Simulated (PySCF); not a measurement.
# A gas-phase reaction: Cl2H2OSi + CuHO → Cl2CuHOSi + H2O

Aim: the reaction energy of `O[SiH](Cl)Cl` + `[OH][Cu]` → `Cl[SiH](Cl)[O][Cu]` + `O`.

Computed with PySCF 2.14.0; each step states its level. No surroundings beyond the atoms listed, unless a continuum is named. Atoms count from 0, parts from 1.

### Step 1. The system as given

Each species was relaxed by itself at PBE0-D3(BJ)/def2-SVPD.

### Step 2. Reaction energy: wB97M-D3(BJ)/def2-TZVPD

The job: settings as JSON, then the geometry in Å.

```
{"job": {"kind": "react", "xc": "wB97M-D3(BJ)", "basis": "def2-TZVPD"}, "charge": 0, "multiplicity": 1}
-1 Cl2H2OSi charge 0 multiplicity 1
O      1.224980    -0.489080     0.394280
Si    -0.311140     0.078880     0.238040
Cl    -0.323640     1.954320    -0.621380
Cl    -1.434300    -1.150560    -0.978990
H      1.778950    -0.592010    -0.384340
H     -0.903170     0.134400     1.584180

-1 CuHO charge 0 multiplicity 1
O      0.401620     0.228180    -0.365940
Cu    -0.040850    -0.173870     1.318260
H     -0.310560    -0.010620    -0.968340

+1 Cl2CuHOSi charge 0 multiplicity 1
Cl    -0.398560     0.640340    -1.780230
Si    -0.019730     0.598760     0.280900
Cl    -1.760190    -0.226180     1.101010
O      1.266080    -0.306060     0.609140
Cu     1.202060    -2.010650    -0.045730
H      0.068540     1.998550     0.745340

+1 H2O charge 0 multiplicity 1
O     -0.005490     0.389300    -0.006820
H     -0.760060    -0.205380     0.004810
H      0.765580    -0.183880     0.002000
```

Level: wB97M-D3(BJ)/def2-TZVPD reaction energy of separated species, gas phase.

Command:

```sh
> OMP_NUM_THREADS=1 python cluster_run.py task.json out
```

One launch serves the whole session: the jobs run in the order shown.

Log:

```text
species 1 (Cl2H2OSi)
coarse grid: 29168 points
cycle   1  E = -1286.5991718269  dE =  3.657e-01  |g| = 7.195e-01  |ddm| = 1.888e+00
cycle   2  E = -1286.5989887018  dE =  1.831e-04  |g| = 7.917e-01  |ddm| = 9.174e-01
cycle   3  E = -1286.7066040263  dE = -1.076e-01  |g| = 6.144e-02  |ddm| = 4.612e-01
cycle   4  E = -1286.7073417718  dE = -7.377e-04  |g| = 2.960e-02  |ddm| = 7.370e-02
cycle   5  E = -1286.7075226092  dE = -1.808e-04  |g| = 3.873e-03  |ddm| = 2.240e-02
cycle   6  E = -1286.7075304940  dE = -7.885e-06  |g| = 1.060e-03  |ddm| = 8.857e-03
final grid: 57376 points
cycle   7  E = -1286.7074026977  dE = -4.878e-07  |g| = 6.147e-04  |ddm| = 2.396e-03
cycle   8  E = -1286.7074027752  dE = -7.748e-08  |g| = 4.777e-04  |ddm| = 9.044e-04
cycle   9  E = -1286.7074028264  dE = -5.115e-08  |g| = 8.171e-05  |ddm| = 3.131e-04
cycle  10  E = -1286.7074028294  dE = -3.044e-09  |g| = 4.751e-05  |ddm| = 1.135e-04
cycle  11  E = -1286.7074028303  dE = -9.077e-10  |g| = 1.416e-05  |ddm| = 8.038e-05
converged SCF energy = -1286.7074028303

species 2 (CuHO)
coarse grid: 15096 points
cycle   1  E = -1715.8970352361  dE =  5.524e-03  |g| = 2.361e+00  |ddm| = 1.402e+00
cycle   2  E = -1714.5826649629  dE =  1.314e+00  |g| = 4.398e+00  |ddm| = 2.182e+00
cycle   3  E = -1716.4033063782  dE = -1.821e+00  |g| = 2.750e-01  |ddm| = 1.548e+00
cycle   4  E = -1716.4021494350  dE =  1.157e-03  |g| = 2.693e-01  |ddm| = 2.213e-01
cycle   5  E = -1716.4130536796  dE = -1.090e-02  |g| = 1.857e-02  |ddm| = 1.154e-01
cycle   6  E = -1716.4132372376  dE = -1.836e-04  |g| = 5.942e-03  |ddm| = 3.022e-02
cycle   7  E = -1716.4132871654  dE = -4.993e-05  |g| = 3.550e-03  |ddm| = 1.894e-02
cycle   8  E = -1716.4132979204  dE = -1.076e-05  |g| = 1.352e-03  |ddm| = 9.251e-03
cycle   9  E = -1716.4133002549  dE = -2.334e-06  |g| = 6.320e-04  |ddm| = 4.673e-03
final grid: 29624 points
cycle  10  E = -1716.4132509647  dE = -3.440e-07  |g| = 9.183e-04  |ddm| = 1.392e-03
cycle  11  E = -1716.4132508898  dE =  7.487e-08  |g| = 2.195e-03  |ddm| = 1.252e-03
cycle  12  E = -1716.4132512460  dE = -3.562e-07  |g| = 2.848e-04  |ddm| = 4.867e-04
cycle  13  E = -1716.4132514016  dE = -1.556e-07  |g| = 5.876e-05  |ddm| = 1.818e-03
cycle  14  E = -1716.4132514041  dE = -2.506e-09  |g| = 2.580e-05  |ddm| = 1.791e-04
cycle  15  E = -1716.4132514045  dE = -3.790e-10  |g| = 7.672e-06  |ddm| = 5.531e-05
converged SCF energy = -1716.4132514045

species 3 (Cl2CuHOSi)
coarse grid: 34136 points
cycle   1  E = -2926.1142035083  dE =  4.238e-01  |g| = 2.390e+00  |ddm| = 2.245e+00
cycle   2  E = -2925.1200315863  dE =  9.942e-01  |g| = 4.233e+00  |ddm| = 2.475e+00
cycle   3  E = -2926.6561002994  dE = -1.536e+00  |g| = 2.381e-01  |ddm| = 1.629e+00
cycle   4  E = -2926.6619330926  dE = -5.833e-03  |g| = 1.250e-01  |ddm| = 2.312e-01
cycle   5  E = -2926.6647636197  dE = -2.831e-03  |g| = 2.919e-02  |ddm| = 8.850e-02
cycle   6  E = -2926.6649904589  dE = -2.268e-04  |g| = 1.285e-02  |ddm| = 3.011e-02
cycle   7  E = -2926.6650718100  dE = -8.135e-05  |g| = 5.629e-03  |ddm| = 2.365e-02
cycle   8  E = -2926.6650967159  dE = -2.491e-05  |g| = 2.529e-03  |ddm| = 1.529e-02
cycle   9  E = -2926.6651032801  dE = -6.564e-06  |g| = 1.191e-03  |ddm| = 8.180e-03
final grid: 65040 points
cycle  10  E = -2926.6649766004  dE = -1.340e-06  |g| = 1.463e-03  |ddm| = 3.487e-03
cycle  11  E = -2926.6649767277  dE = -1.273e-07  |g| = 3.247e-03  |ddm| = 2.414e-03
cycle  12  E = -2926.6649775406  dE = -8.130e-07  |g| = 4.637e-04  |ddm| = 7.829e-04
cycle  13  E = -2926.6649779275  dE = -3.868e-07  |g| = 3.251e-04  |ddm| = 1.975e-03
cycle  14  E = -2926.6649780763  dE = -1.488e-07  |g| = 1.071e-04  |ddm| = 1.889e-03
cycle  15  E = -2926.6649780801  dE = -3.812e-09  |g| = 1.704e-05  |ddm| = 2.117e-04
cycle  16  E = -2926.6649780803  dE = -2.374e-10  |g| = 6.947e-06  |ddm| = 5.861e-05
converged SCF energy = -2926.6649780803

species 4 (H2O)
coarse grid: 10128 points
cycle   1  E = -76.4117501071  dE = -7.453e-02  |g| = 5.872e-01  |ddm| = 8.994e-01
cycle   2  E = -76.4087434457  dE =  3.007e-03  |g| = 6.461e-01  |ddm| = 5.038e-01
cycle   3  E = -76.4759335258  dE = -6.719e-02  |g| = 2.731e-02  |ddm| = 2.374e-01
cycle   4  E = -76.4760587280  dE = -1.252e-04  |g| = 5.497e-03  |ddm| = 1.609e-02
cycle   5  E = -76.4760674047  dE = -8.677e-06  |g| = 8.214e-04  |ddm| = 5.831e-03
final grid: 21952 points
cycle   6  E = -76.4760630012  dE = -1.975e-07  |g| = 5.845e-04  |ddm| = 1.373e-03
cycle   7  E = -76.4760630081  dE = -6.840e-09  |g| = 6.467e-04  |ddm| = 6.470e-04
cycle   8  E = -76.4760630717  dE = -6.366e-08  |g| = 3.199e-05  |ddm| = 2.236e-04
cycle   9  E = -76.4760630726  dE = -8.228e-10  |g| = 4.132e-06  |ddm| = 1.105e-04
converged SCF energy = -76.4760630726

Reaction energy = -13.427 kcal/mol
```

It took 76 s on 1 thread of Arm Neoverse N1, shared host; peak memory 0.79 GiB.

Species by species (with the dispersion term, which the log's SCF energies lack):

| ν | species | energy (Eh) | HOMO (eV) |
| --- | --- | --- | --- |
| -1 | O[SiH](Cl)Cl | -1286.71414 | -11.59 |
| -1 | [OH][Cu] | -1716.41450 | -9.31 |
| +1 | Cl[SiH](Cl)[O][Cu] | -2926.67322 | -10.38 |
| +1 | O | -76.47682 | -11.72 |

### Step 3. Energies of the species: PBE0-D3(BJ)/def2-TZVPD

Same as in step 2 but for these lines:

```diff
@@ -1,2 +1,2 @@
-{"job": {"kind": "react", "xc": "wB97M-D3(BJ)", "basis": "def2-TZVPD"}, "charge": 0, "multiplicity": 1}
+{"job": {"kind": "react", "xc": "PBE0", "basis": "def2-TZVPD", "disp": "d3bj"}, "charge": 0, "multiplicity": 1}
 -1 Cl2H2OSi charge 0 multiplicity 1
```

Level: PBE0-D3(BJ)/def2-TZVPD reaction energy of separated species, gas phase.

Log:

```text
species 1 (Cl2H2OSi)
coarse grid: 7200 points
cycle   1  E = -1285.9485539935  dE =  3.756e-01  |g| = 7.342e-01  |ddm| = 1.961e+00
cycle   2  E = -1285.7936414091  dE =  1.549e-01  |g| = 1.174e+00  |ddm| = 1.130e+00
cycle   3  E = -1286.0452359018  dE = -2.516e-01  |g| = 1.025e-01  |ddm| = 7.332e-01
cycle   4  E = -1286.0472901506  dE = -2.054e-03  |g| = 4.274e-02  |ddm| = 1.133e-01
cycle   5  E = -1286.0476408351  dE = -3.507e-04  |g| = 8.874e-03  |ddm| = 3.503e-02
cycle   6  E = -1286.0476594502  dE = -1.862e-05  |g| = 3.061e-03  |ddm| = 8.645e-03
cycle   7  E = -1286.0476617561  dE = -2.306e-06  |g| = 3.114e-04  |ddm| = 2.082e-03
final grid: 57376 points
cycle   8  E = -1286.0479401773  dE = -2.176e-05  |g| = 5.378e-03  |ddm| = 2.428e-02
cycle   9  E = -1286.0479352516  dE =  4.926e-06  |g| = 7.242e-03  |ddm| = 7.318e-03
cycle  10  E = -1286.0479442534  dE = -9.002e-06  |g| = 1.008e-03  |ddm| = 4.483e-03
cycle  11  E = -1286.0479444100  dE = -1.566e-07  |g| = 1.177e-04  |ddm| = 6.140e-04
cycle  12  E = -1286.0479444130  dE = -2.999e-09  |g| = 3.802e-05  |ddm| = 1.381e-04
cycle  13  E = -1286.0479444133  dE = -3.586e-10  |g| = 1.246e-05  |ddm| = 3.672e-05
converged SCF energy = -1286.0479444133

species 2 (CuHO)
coarse grid: 15096 points
cycle   1  E = -1714.5446680032  dE =  1.075e+00  |g| = 3.905e+00  |ddm| = 1.776e+00
cycle   2  E = -1707.2998429657  dE =  7.245e+00  |g| = 8.060e+00  |ddm| = 4.368e+00
cycle   3  E = -1715.5172980772  dE = -8.217e+00  |g| = 2.065e+00  |ddm| = 3.920e+00
cycle   4  E = -1715.3806260554  dE =  1.367e-01  |g| = 1.746e+00  |ddm| = 1.836e+00
cycle   5  E = -1716.0357678646  dE = -6.551e-01  |g| = 1.635e-01  |ddm| = 1.201e+00
cycle   6  E = -1716.0387621203  dE = -2.994e-03  |g| = 3.681e-02  |ddm| = 1.028e-01
cycle   7  E = -1716.0390158144  dE = -2.537e-04  |g| = 5.541e-03  |ddm| = 3.121e-02
cycle   8  E = -1716.0390214115  dE = -5.597e-06  |g| = 1.994e-03  |ddm| = 7.373e-03
final grid: 29624 points
cycle   9  E = -1716.0390239294  dE =  1.988e-06  |g| = 4.285e-03  |ddm| = 3.793e-03
cycle  10  E = -1716.0390098277  dE =  1.410e-05  |g| = 9.997e-03  |ddm| = 8.285e-03
cycle  11  E = -1716.0390274237  dE = -1.760e-05  |g| = 9.309e-04  |ddm| = 5.250e-03
cycle  12  E = -1716.0390274967  dE = -7.295e-08  |g| = 1.324e-04  |ddm| = 2.453e-04
cycle  13  E = -1716.0390275073  dE = -1.062e-08  |g| = 1.337e-04  |ddm| = 3.554e-04
cycle  14  E = -1716.0390275102  dE = -2.861e-09  |g| = 1.342e-05  |ddm| = 1.817e-04
cycle  15  E = -1716.0390275102  dE = -3.388e-11  |g| = 1.020e-06  |ddm| = 1.308e-05
converged SCF energy = -1716.0390275102

species 3 (Cl2CuHOSi)
coarse grid: 34136 points
cycle   1  E = -2924.0683476233  dE =  1.583e+00  |g| = 4.074e+00  |ddm| = 2.579e+00
cycle   2  E = -2917.2392708907  dE =  6.829e+00  |g| = 8.292e+00  |ddm| = 8.081e+00
cycle   3  E = -2925.2170002648  dE = -7.978e+00  |g| = 2.043e+00  |ddm| = 7.813e+00
cycle   4  E = -2924.8876254220  dE =  3.294e-01  |g| = 1.951e+00  |ddm| = 2.226e+00
cycle   5  E = -2925.7182716352  dE = -8.306e-01  |g| = 2.149e-01  |ddm| = 1.596e+00
cycle   6  E = -2925.7240249788  dE = -5.753e-03  |g| = 8.416e-02  |ddm| = 2.121e-01
cycle   7  E = -2925.7254181429  dE = -1.393e-03  |g| = 2.156e-02  |ddm| = 7.603e-02
cycle   8  E = -2925.7255211762  dE = -1.030e-04  |g| = 7.158e-03  |ddm| = 2.091e-02
cycle   9  E = -2925.7255351571  dE = -1.398e-05  |g| = 3.172e-03  |ddm| = 8.502e-03
cycle  10  E = -2925.7255374253  dE = -2.268e-06  |g| = 1.836e-03  |ddm| = 4.898e-03
final grid: 65040 points
cycle  11  E = -2925.7255154375  dE =  1.287e-06  |g| = 4.653e-03  |ddm| = 2.506e-03
cycle  12  E = -2925.7255039261  dE =  1.151e-05  |g| = 1.305e-02  |ddm| = 5.556e-03
cycle  13  E = -2925.7255172405  dE = -1.331e-05  |g| = 3.378e-04  |ddm| = 3.763e-03
cycle  14  E = -2925.7255172635  dE = -2.301e-08  |g| = 1.496e-04  |ddm| = 2.699e-04
cycle  15  E = -2925.7255172670  dE = -3.493e-09  |g| = 8.377e-05  |ddm| = 1.446e-04
cycle  16  E = -2925.7255172690  dE = -1.959e-09  |g| = 1.598e-05  |ddm| = 1.745e-04
cycle  17  E = -2925.7255172690  dE = -9.049e-11  |g| = 3.534e-06  |ddm| = 3.121e-05
converged SCF energy = -2925.7255172690

species 4 (H2O)
coarse grid: 2328 points
cycle   1  E = -76.3044277043  dE = -5.295e-03  |g| = 6.571e-01  |ddm| = 9.011e-01
cycle   2  E = -76.1882083320  dE =  1.162e-01  |g| = 1.036e+00  |ddm| = 7.256e-01
cycle   3  E = -76.3820281335  dE = -1.938e-01  |g| = 3.132e-02  |ddm| = 4.396e-01
cycle   4  E = -76.3822104405  dE = -1.823e-04  |g| = 5.864e-03  |ddm| = 1.606e-02
cycle   5  E = -76.3822155795  dE = -5.139e-06  |g| = 7.850e-04  |ddm| = 2.507e-03
final grid: 21952 points
cycle   6  E = -76.3808944459  dE = -1.510e-05  |g| = 3.445e-03  |ddm| = 9.271e-03
cycle   7  E = -76.3808924837  dE =  1.962e-06  |g| = 4.748e-03  |ddm| = 3.316e-03
cycle   8  E = -76.3808961934  dE = -3.710e-06  |g| = 2.517e-04  |ddm| = 1.963e-03
cycle   9  E = -76.3808962040  dE = -1.061e-08  |g| = 2.394e-05  |ddm| = 1.100e-04
cycle  10  E = -76.3808962041  dE = -1.120e-10  |g| = 3.293e-06  |ddm| = 1.510e-05
converged SCF energy = -76.3808962041

Reaction energy = -13.220 kcal/mol
```

Run time: 44 s. Hardware: 1 thread of Arm Neoverse N1, shared host; peak memory 0.73 GiB.

Reaction energy at this level: -13.22 kcal/mol.

### Step 4. Comparing the runs

Energies in kcal/mol, with wall time:

| run | reaction | time |
| --- | --- | --- |
| wB97M-D3(BJ)/def2-TZVPD | -13.43 | 76 s |
| PBE0-D3(BJ)/def2-TZVPD | -13.22 | 44 s |

### Step 5. Outcome

| quantity | value |
| --- | --- |
| reaction energy (wB97M-D3(BJ)/def2-TZVPD) | -13.43 kcal/mol |
| ΔH, ΔG at 298 K (xTB thermal terms) | -12.9, -12.1 kcal/mol |
| range of the reaction energy over the runs of this table | -13.43 to -13.22 kcal/mol |

**Reading.** The reaction is exothermic by 12.9 kcal/mol in the gas phase; dispersion gives -0.63, and xTB itself gave -15.19 for the electronic energy (xTB energies and thermal terms come from the earlier relaxation of each species, not shown). No barrier was sought. The reaction energy runs from -13.43 (wB97M-D3(BJ)/def2-TZVPD) to -13.22 kcal/mol (PBE0-D3(BJ)/def2-TZVPD).
